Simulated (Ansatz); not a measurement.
# Ga2NH (singlet): B2PLYP, RPA-PBE over vertical spin and charge gaps and displaced geometries, cc-pVDZ

How well do these functionals follow the top wave-function level for Ga2NH (singlet) over vertical spin and charge gaps and displaced geometries?

Computed with Ansatz 0.2.0, Gaussian basis. Level: cc-pVDZ, all electrons in the functionals, frozen cores in the correlation of double hybrids and RPA.

To be run: B2PLYP, RPA-PBE, at charge 0, singlet; charge 0, triplet; charge 1, doublet; displaced geometry v1; displaced geometry v2.

15 further runs of the same task are left out: 5 that didn't finish, 10 set aside as unsound or not needed. Runs told in other sessions of the task aren't counted.

## 1. What is computed

The geometry is a PBE0/def2-TZVP stationary point (not a proven minimum). No spin-orbit coupling is included. The filled d shell of Ga may be among the frozen orbitals whatever the setting's name suggests.

4 atoms, charge 0, spin multiplicity 1.

Atoms are counted from 1 here; the program's logs count them from 0.

Bond lengths: Ga1–N2 1.835 Å, N2–Ga3 1.683 Å, Ga3–H4 1.529 Å. Angles: Ga1–N2–Ga3 180.0°, N2–Ga3–H4 180.0°.

No dispersion term is added.

The geometry shown and the zero of energy belong to the point charge 0, singlet. The yardstick, RCCSD(T), and other wave-function levels (R restricted, U unrestricted, valence and pair active spaces) come from earlier runs.

## 2. B2PLYP, charge 0, singlet

in.yaml

```yaml
crystal:
  periodic: [false, false, false]
  atoms:
    - {symbol: Ga, position_ang: [0.000000, 0.000000, -2.600175]}
    - {symbol: N, position_ang: [0.000000, 0.000000, -0.764875]}
    - {symbol: Ga, position_ang: [0.000000, 0.000000, 0.918125]}
    - {symbol: H, position_ang: [0.000000, 0.000000, 2.446925]}
basis:
  gaussian: {orbitals: cc-pVDZ}
hamiltonian: {xc: {name: B2PLYP}}
correlation: {electrons: outside_noble_gas}
```

On the command line:

```console
$ ansatz run in.yaml --threads 1 --pin off --events-out ev --progress --plain --max-ram 2393MiB
```

Output:

```text
Functional definition: B2PLYP
  name "B2PLYP"
  cite "Grimme, J. Chem. Phys. 124, 034108 (2006) doi:10.1063/1.2148954"
  cite "Becke, Phys. Rev. A 38, 3098 (1988) doi:10.1103/PhysRevA.38.3098"
  cite "Lee, Yang & Parr, Phys. Rev. B 37, 785 (1988) doi:10.1103/PhysRevB.37.785"
  parameter a = 0.53
  parameter c = 0.27
  exchange = (1 - a)*b88_x + a*exact_x
  correlation = (1 - c)*lyp_c + c*(mp2_os + mp2_ss)
828 factors; integrals over basis functions are off by at most 1.0e-3 eV
mean field evaluation 1: about -106222.5630 eV, gradient 6.7e1 eV
mean field evaluation 2: about -106222.6087 eV, gradient 6.7e1 eV
mean field evaluation 4: about -106232.3976 eV, gradient 1.3e1 eV
mean field evaluation 8: about -106233.1201 eV, gradient 7.0e-1 eV
mean field evaluation 16: about -106233.1216 eV, gradient 1.1e-4 eV
mean field evaluation 32: about -106221.3223 eV, gradient 9.2e0 eV
mean field -106233.12162040 eV, -3903.9952121535 hartree, gradient 1.4e-6 eV, S^2 0.000000; 2 other end points of the search recorded, 0 dependent functions left out
29 core orbitals not correlated: weight in the atoms' cores, before any rotation towards them, 0.943 or more for the frozen orbitals, at most 0.088 for the correlated occupied ones
reference -106233.12175294 eV, -3903.9952170244 hartree; 6, 6 occupied and 38, 38 virtual orbitals, 828 factors
second order -10.28366484 eV of doubles, -0.00000000 eV of singles
Total energy: -106235.89834245 eV, -3904.0972548067 hartree
```

Wall time 6 s (1 thread of Arm Neoverse V1, shared host).

## 3. B2PLYP, charge 0, triplet

Changes to in.yaml since step 2:

```diff
@@ -9,2 +9,3 @@
   gaussian: {orbitals: cc-pVDZ}
+magnetization: {spin_polarized: true, initial_magnetization: 2}
 hamiltonian: {xc: {name: B2PLYP}}
```

Same command.

Output (excerpt; [...] marks lines left out):

```text
Functional definition: B2PLYP
  name "B2PLYP"
  cite "Grimme, J. Chem. Phys. 124, 034108 (2006) doi:10.1063/1.2148954"
  cite "Becke, Phys. Rev. A 38, 3098 (1988) doi:10.1103/PhysRevA.38.3098"
  cite "Lee, Yang & Parr, Phys. Rev. B 37, 785 (1988) doi:10.1103/PhysRevB.37.785"
[...]
828 factors; integrals over basis functions are off by at most 1.0e-3 eV
[...]
mean field -106229.88591741 eV, -3903.8763022619 hartree, gradient 2.5e-6 eV, S^2 2.026692; 7 other end points of the search recorded, 0 dependent functions left out
29 core orbitals not correlated: weight in the atoms' cores, before any rotation towards them, 0.933 or more for the frozen orbitals, at most 0.075 for the correlated occupied ones
reference -106229.88605078 eV, -3903.8763071633 hartree; 7, 5 occupied and 37, 39 virtual orbitals, 828 factors
second order -9.77833984 eV of doubles, -0.00000000 eV of singles
Total energy: -106232.52620254 eV, -3903.9733309508 hartree
```

Run time: 25 s. Hardware: 1 thread of Arm Neoverse V1, shared host; peak memory 0.3 GiB.

From the report: ⟨S²⟩ of the determinant 2.027 (pure triplet: 2.00).

From charge 0, singlet: +3.372 eV.

## 4. B2PLYP, charge 1, doublet

Changes to in.yaml since step 3:

```diff
@@ -9,3 +9,4 @@
   gaussian: {orbitals: cc-pVDZ}
-magnetization: {spin_polarized: true, initial_magnetization: 2}
+total_charge: 1
+magnetization: {spin_polarized: true, initial_magnetization: 1}
 hamiltonian: {xc: {name: B2PLYP}}
```

Same command.

Output (excerpt; [...] marks lines left out):

```text
Functional definition: B2PLYP
  name "B2PLYP"
  cite "Grimme, J. Chem. Phys. 124, 034108 (2006) doi:10.1063/1.2148954"
  cite "Becke, Phys. Rev. A 38, 3098 (1988) doi:10.1103/PhysRevA.38.3098"
  cite "Lee, Yang & Parr, Phys. Rev. B 37, 785 (1988) doi:10.1103/PhysRevB.37.785"
[...]
828 factors; integrals over basis functions are off by at most 1.0e-3 eV
[...]
mean field -106225.33305066 eV, -3903.7089874948 hartree, gradient 5.8e-6 eV, S^2 0.758409; 2 other end points of the search recorded, 0 dependent functions left out
29 core orbitals not correlated: weight in the atoms' cores, before any rotation towards them, 0.945 or more for the frozen orbitals, at most 0.072 for the correlated occupied ones
reference -106225.33319108 eV, -3903.7089926552 hartree; 6, 5 occupied and 38, 39 virtual orbitals, 828 factors
second order -9.13798584 eV of doubles, -0.00000000 eV of singles
Total energy: -106227.80044726 eV, -3903.7996626474 hartree
```

Run time: 11 s. Hardware: 1 thread of Arm Neoverse V1, shared host; peak memory 0.29 GiB.

From the report: ⟨S²⟩ of the determinant 0.758 (pure doublet: 0.75).

From charge 0, singlet: +8.098 eV.

## 5. B2PLYP, displaced geometry v1

in.yaml

```yaml
crystal:
  periodic: [false, false, false]
  atoms:
    - {symbol: Ga, position_ang: [0.002337, -0.001845, -2.577954]}
    - {symbol: N, position_ang: [0.001504, -0.017987, -0.753807]}
    - {symbol: Ga, position_ang: [0.049468, 0.041323, 0.886580]}
    - {symbol: H, position_ang: [-0.053309, -0.021491, 2.445182]}
basis:
  gaussian: {orbitals: cc-pVDZ}
hamiltonian: {xc: {name: B2PLYP}}
correlation: {electrons: outside_noble_gas}
```

Launched as before.

Output (excerpt; [...] marks lines left out):

```text
Functional definition: B2PLYP
  name "B2PLYP"
  cite "Grimme, J. Chem. Phys. 124, 034108 (2006) doi:10.1063/1.2148954"
  cite "Becke, Phys. Rev. A 38, 3098 (1988) doi:10.1103/PhysRevA.38.3098"
  cite "Lee, Yang & Parr, Phys. Rev. B 37, 785 (1988) doi:10.1103/PhysRevB.37.785"
[...]
828 factors; integrals over basis functions are off by at most 9.6e-4 eV
[...]
mean field -106233.05159493 eV, -3903.9926387651 hartree, gradient 6.2e-6 eV, S^2 0.000000; 0 other end points of the search recorded, 0 dependent functions left out
29 core orbitals not correlated: weight in the atoms' cores, before any rotation towards them, 0.929 or more for the frozen orbitals, at most 0.103 for the correlated occupied ones
reference -106233.05172791 eV, -3903.9926436518 hartree; 6, 6 occupied and 38, 38 virtual orbitals, 828 factors
second order -10.14145936 eV of doubles, -0.00000000 eV of singles
Total energy: -106235.78992193 eV, -3904.0932704263 hartree
```

Wall time 4.6 s (1 thread of Arm Neoverse V1, shared host).

From charge 0, singlet: +0.108 eV.

## 6. B2PLYP, displaced geometry v2

in.yaml

```yaml
crystal:
  periodic: [false, false, false]
  atoms:
    - {symbol: Ga, position_ang: [0.064568, 0.023749, -2.609334]}
    - {symbol: N, position_ang: [-0.100306, 0.032123, -0.762440]}
    - {symbol: Ga, position_ang: [-0.023685, -0.000301, 0.912380]}
    - {symbol: H, position_ang: [0.059423, -0.055571, 2.459394]}
basis:
  gaussian: {orbitals: cc-pVDZ}
hamiltonian: {xc: {name: B2PLYP}}
correlation: {electrons: outside_noble_gas}
```

Same command.

Output (excerpt; [...] marks lines left out):

```text
Functional definition: B2PLYP
  name "B2PLYP"
  cite "Grimme, J. Chem. Phys. 124, 034108 (2006) doi:10.1063/1.2148954"
  cite "Becke, Phys. Rev. A 38, 3098 (1988) doi:10.1103/PhysRevA.38.3098"
  cite "Lee, Yang & Parr, Phys. Rev. B 37, 785 (1988) doi:10.1103/PhysRevB.37.785"
[...]
828 factors; integrals over basis functions are off by at most 9.9e-4 eV
[...]
mean field -106233.11801359 eV, -3903.9950796057 hartree, gradient 7.6e-7 eV, S^2 0.000000; 1 other end points of the search recorded, 0 dependent functions left out
29 core orbitals not correlated: weight in the atoms' cores, before any rotation towards them, 0.942 or more for the frozen orbitals, at most 0.084 for the correlated occupied ones
reference -106233.11814649 eV, -3903.9950844897 hartree; 6, 6 occupied and 38, 38 virtual orbitals, 828 factors
second order -10.30753807 eV of doubles, -0.00000000 eV of singles
Total energy: -106235.90118177 eV, -3904.0973591498 hartree
```

Run time: 5.5 s. Hardware: 1 thread of Arm Neoverse V1, shared host.

From charge 0, singlet: -0.003 eV.

## 7. RPA-PBE, charge 0, singlet

in.yaml

```yaml
crystal:
  periodic: [false, false, false]
  atoms:
    - {symbol: Ga, position_ang: [0.000000, 0.000000, -2.600175]}
    - {symbol: N, position_ang: [0.000000, 0.000000, -0.764875]}
    - {symbol: Ga, position_ang: [0.000000, 0.000000, 0.918125]}
    - {symbol: H, position_ang: [0.000000, 0.000000, 2.446925]}
basis:
  gaussian: {orbitals: cc-pVDZ}
hamiltonian: {xc: {name: PBE}}
correlation: {method: rpa, electrons: outside_noble_gas}
```

The command is unchanged.

Output (excerpt; [...] marks lines left out):

```text
Functional definition: PBE
  name "PBE"
  cite "Perdew, Burke & Ernzerhof, Phys. Rev. Lett. 77, 3865 (1996) doi:10.1103/PhysRevLett.77.3865"
  parent pbe
[...]
828 factors; integrals over basis functions are off by at most 1.0e-3 eV
[...]
mean field -106242.37288752 eV, -3904.3351899496 hartree, gradient 1.2e-6 eV, S^2 0.000000; 0 other end points of the search recorded, 0 dependent functions left out
29 core orbitals not correlated: weight in the atoms' cores, before any rotation towards them, 0.879 or more for the frozen orbitals, at most 0.195 for the correlated occupied ones
reference -106161.78554874 eV, -3901.3736598736 hartree; 6, 6 occupied and 38, 38 virtual orbitals, 828 factors
Total energy: -106174.41387863 eV, -3901.8377424373 hartree
```

Wall time 3.9 s (1 thread of Arm Neoverse V1, shared host).

## 8. RPA-PBE, charge 0, triplet

Changes to in.yaml since step 7:

```diff
@@ -9,2 +9,3 @@
   gaussian: {orbitals: cc-pVDZ}
+magnetization: {spin_polarized: true, initial_magnetization: 2}
 hamiltonian: {xc: {name: PBE}}
```

The command is unchanged.

Output (excerpt; [...] marks lines left out):

```text
Functional definition: PBE
  name "PBE"
  cite "Perdew, Burke & Ernzerhof, Phys. Rev. Lett. 77, 3865 (1996) doi:10.1103/PhysRevLett.77.3865"
  parent pbe
[...]
828 factors; integrals over basis functions are off by at most 1.0e-3 eV
[...]
mean field -106239.09243254 eV, -3904.2146354527 hartree, gradient 2.9e-6 eV, S^2 2.009523; 11 other end points of the search recorded, 0 dependent functions left out
29 core orbitals not correlated: weight in the atoms' cores, before any rotation towards them, 0.840 or more for the frozen orbitals, at most 0.167 for the correlated occupied ones
reference -106158.89503149 eV, -3901.2674353238 hartree; 7, 5 occupied and 37, 39 virtual orbitals, 828 factors
Total energy: -106171.29374172 eV, -3901.7230795206 hartree
```

Wall time 34 s (1 thread of Arm Neoverse V1, shared host).

From the report: ⟨S²⟩ of the determinant 2.010 (pure triplet: 2.00).

From charge 0, singlet: +3.120 eV.

## 9. RPA-PBE, charge 1, doublet

Changes to in.yaml since step 8:

```diff
@@ -9,3 +9,4 @@
   gaussian: {orbitals: cc-pVDZ}
-magnetization: {spin_polarized: true, initial_magnetization: 2}
+total_charge: 1
+magnetization: {spin_polarized: true, initial_magnetization: 1}
 hamiltonian: {xc: {name: PBE}}
```

Launched as before.

Output (excerpt; [...] marks lines left out):

```text
Functional definition: PBE
  name "PBE"
  cite "Perdew, Burke & Ernzerhof, Phys. Rev. Lett. 77, 3865 (1996) doi:10.1103/PhysRevLett.77.3865"
  parent pbe
[...]
828 factors; integrals over basis functions are off by at most 1.0e-3 eV
[...]
mean field -106234.10399956 eV, -3904.0313139220 hartree, gradient 4.1e-6 eV, S^2 0.753588; 5 other end points of the search recorded, 0 dependent functions left out
29 core orbitals not correlated: weight in the atoms' cores, before any rotation towards them, 0.850 or more for the frozen orbitals, at most 0.143 for the correlated occupied ones
reference -106154.85405646 eV, -3901.1189322305 hartree; 6, 5 occupied and 38, 39 virtual orbitals, 828 factors
Total energy: -106166.44759289 eV, -3901.5449868359 hartree
```

It took 18 s on 1 thread of Arm Neoverse V1, shared host.

From the report: ⟨S²⟩ of the determinant 0.754 (pure doublet: 0.75).

From charge 0, singlet: +7.966 eV.

## 10. RPA-PBE, displaced geometry v1

in.yaml

```yaml
crystal:
  periodic: [false, false, false]
  atoms:
    - {symbol: Ga, position_ang: [0.002337, -0.001845, -2.577954]}
    - {symbol: N, position_ang: [0.001504, -0.017987, -0.753807]}
    - {symbol: Ga, position_ang: [0.049468, 0.041323, 0.886580]}
    - {symbol: H, position_ang: [-0.053309, -0.021491, 2.445182]}
basis:
  gaussian: {orbitals: cc-pVDZ}
hamiltonian: {xc: {name: PBE}}
correlation: {method: rpa, electrons: outside_noble_gas}
```

The command is unchanged.

Output (excerpt; [...] marks lines left out):

```text
Functional definition: PBE
  name "PBE"
  cite "Perdew, Burke & Ernzerhof, Phys. Rev. Lett. 77, 3865 (1996) doi:10.1103/PhysRevLett.77.3865"
  parent pbe
[...]
828 factors; integrals over basis functions are off by at most 9.6e-4 eV
[...]
mean field -106242.27175152 eV, -3904.3314732702 hartree, gradient 4.9e-6 eV, S^2 0.000000; 0 other end points of the search recorded, 0 dependent functions left out
29 core orbitals not correlated: weight in the atoms' cores, before any rotation towards them, 0.855 or more for the frozen orbitals, at most 0.219 for the correlated occupied ones
reference -106161.74540560 eV, -3901.3721846403 hartree; 6, 6 occupied and 38, 38 virtual orbitals, 828 factors
Total energy: -106174.28205853 eV, -3901.8328981377 hartree
```

Run time: 3.6 s. Hardware: 1 thread of Arm Neoverse V1, shared host.

From charge 0, singlet: +0.132 eV.

## 11. RPA-PBE, displaced geometry v2

in.yaml

```yaml
crystal:
  periodic: [false, false, false]
  atoms:
    - {symbol: Ga, position_ang: [0.064568, 0.023749, -2.609334]}
    - {symbol: N, position_ang: [-0.100306, 0.032123, -0.762440]}
    - {symbol: Ga, position_ang: [-0.023685, -0.000301, 0.912380]}
    - {symbol: H, position_ang: [0.059423, -0.055571, 2.459394]}
basis:
  gaussian: {orbitals: cc-pVDZ}
hamiltonian: {xc: {name: PBE}}
correlation: {method: rpa, electrons: outside_noble_gas}
```

Launched as before.

Output (excerpt; [...] marks lines left out):

```text
Functional definition: PBE
  name "PBE"
  cite "Perdew, Burke & Ernzerhof, Phys. Rev. Lett. 77, 3865 (1996) doi:10.1103/PhysRevLett.77.3865"
  parent pbe
[...]
828 factors; integrals over basis functions are off by at most 9.9e-4 eV
[...]
mean field -106242.37768023 eV, -3904.3353660782 hartree, gradient 6.3e-6 eV, S^2 0.000000; 0 other end points of the search recorded, 0 dependent functions left out
29 core orbitals not correlated: weight in the atoms' cores, before any rotation towards them, 0.876 or more for the frozen orbitals, at most 0.187 for the correlated occupied ones
reference -106161.77859410 eV, -3901.3734042950 hartree; 6, 6 occupied and 38, 38 virtual orbitals, 828 factors
Total energy: -106174.42734699 eV, -3901.8382373902 hartree
```

It took 3.7 s on 1 thread of Arm Neoverse V1, shared host.

From charge 0, singlet: -0.013 eV.

## 12. Against the wave-function levels

No level is safe as a reference over these points; RCCSD(T) serves as a yardstick only. It comes from earlier runs at the same points. Energies in eV, counted from charge 0, singlet; blanks weren't run or aren't comparable.

```csv
level,singlet to triplet,ionisation to the doublet cation,displacement v1,displacement v2
RCCSD(T),3.171,7.878,0.120,-0.008
B2PLYP,3.372,8.098,0.108,-0.003
RPA-PBE,3.120,7.966,0.132,-0.013
```

Largest miss and mean time a point (RCCSD(T) took 28 s a point; shared hosts):

```csv
level,largest miss (eV),where,time a point
B2PLYP,+0.220,ionisation to the doublet cation,10 s
RPA-PBE,+0.088,ionisation to the doublet cation,13 s
```

## 13. Results

```
                                  quantity                                         value
              singlet to triplet, RCCSD(T)                                      3.171 eV
ionisation to the doublet cation, RCCSD(T)                                      7.878 eV
                 displacement v1, RCCSD(T)                                      0.120 eV
                 displacement v2, RCCSD(T)                                     -0.008 eV
                      largest miss, B2PLYP  +0.220 eV (ionisation to the doublet cation)
                     largest miss, RPA-PBE  +0.088 eV (ionisation to the doublet cation)
```

**Reading.** Of the functionals, RPA-PBE keep the smallest largest miss at the points compared (at most 0.088 eV) and B2PLYP strays most (0.220 eV, at ionisation to the doublet cation). Functionals and the yardstick converge differently with the basis, so part of each miss in cc-pVDZ is the basis. The yardstick itself may be off where one determinant is a poor start.
